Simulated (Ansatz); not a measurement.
# Caesium, dhcp under LDA: ground state and equation of state

The plan for caesium in the dhcp structure: relax it, solve it on a dense k-mesh, then scale the cell to 7 volumes from 88 to 112 % of the relaxed one and try a fit of the equation of state. Spin polarisation is left out. The k-meshes are 7×7×2 for the relaxation; 9×9×3 for the dense run; 8×8×3 for the volumes.

Computed with Ansatz 0.2.0 (DFT LDA (PW92), plane waves (420 eV) with PAW, scalar-relativistic; PAW files made under PBE, frozen cores solved again for the functional, unless a step says otherwise).

## (1) Starting point

The structure is hexagonal, space group P6_3/mmc (No. 194). The conventional cell has a = 5.385 Å, b = 5.385 Å, c = 17.589 Å, α = 90.00°, β = 90.00°, γ = 120.00°.

Coordinates:

```
CELL_PARAMETERS angstrom
5.38548 0.00000 0.00000
-2.69274 4.66396 0.00000
0.00000 0.00000 17.58896
ATOMIC_POSITIONS crystal
Cs 0.00000 0.00000 0.00000
Cs 0.00000 0.00000 0.50000
Cs 0.33333 0.66667 0.25000
Cs 0.66667 0.33333 0.75000
```

## (2) Geometry optimisation

input.yaml reads:

```yaml
crystal:
  lattice:
    - [5.385475234, 0.0, 0.0]
    - [-2.692737617, 4.6639583641, 0.0]
    - [0.0, 0.0, 17.5889621141]
  atoms:
    - { symbol: Cs, position: [0.0, 0.0, 0.0] }
    - { symbol: Cs, position: [0.0, 0.0, 0.5] }
    - { symbol: Cs, position: [0.3333333333, 0.6666666667, 0.25] }
    - { symbol: Cs, position: [0.6666666667, 0.3333333333, 0.75] }
hamiltonian:
  xc: lda
  pseudopotentials:
    kind: paw
    azcp:
      Cs: "pseudopotentials/Cs.paw.azcp"
basis:
  ecutwfc: 420
  fft_grid_basis: typed
kpoints:
  mp_grid: { grid: [7, 7, 2], shift: [0, 0, 0] }
magnetization:
  spin_polarized: false
scf:
  occupations: { method: fermi_dirac, width: 0.1 }
relax:
  max_steps: 60
  f_tol: 0.01
  cell: {}
output:
  write_density: true
  write_potential: true
  elf: true
  volumetric_format: npy
```

Further steps of the session: The energy on a finer k-mesh; Equation of state: 88 %; Equation of state: 92 %; Equation of state: 96 %; Equation of state: 100 %; Equation of state: 104 %; Equation of state: 108 %; Equation of state: 112 %.

What does the calculation give? Wanted: space group; conventional cell; volume; shortest distance; gap on the mesh; relative to bcc; V₀, B₀, B₀′.

**Answer**, as computed:

| quantity | value |
| --- | --- |
| space group (spins left aside) | P6_3/mmc (No. 194) |
| conventional cell | a = 5.138 Å, c = 16.837 Å (c/a = 3.277) |
| volume | 96.227 Å³/atom |
| shortest distance | 5.138 Å |
| gap on the mesh | none (levels filled in part) |
| relative to bcc | -1 meV/atom |
| V₀, B₀, B₀′ | 96.779 Å³/atom, 2.4 GPa, 2.9 |

What this shows: The relaxation shrank the cell by 12.9 % in volume. It lies 1 meV/atom below the element's reference form at the same level (bcc, from a run of its own), within what mesh and smearing can decide. Levels at the Fermi energy are filled in part, as in a metal. The fitted modulus is 2.4 GPa, a soft solid; letting shape and positions relax at each volume could only lower it. The symmetry was held, so the structure may be unstable against distortions that break it.
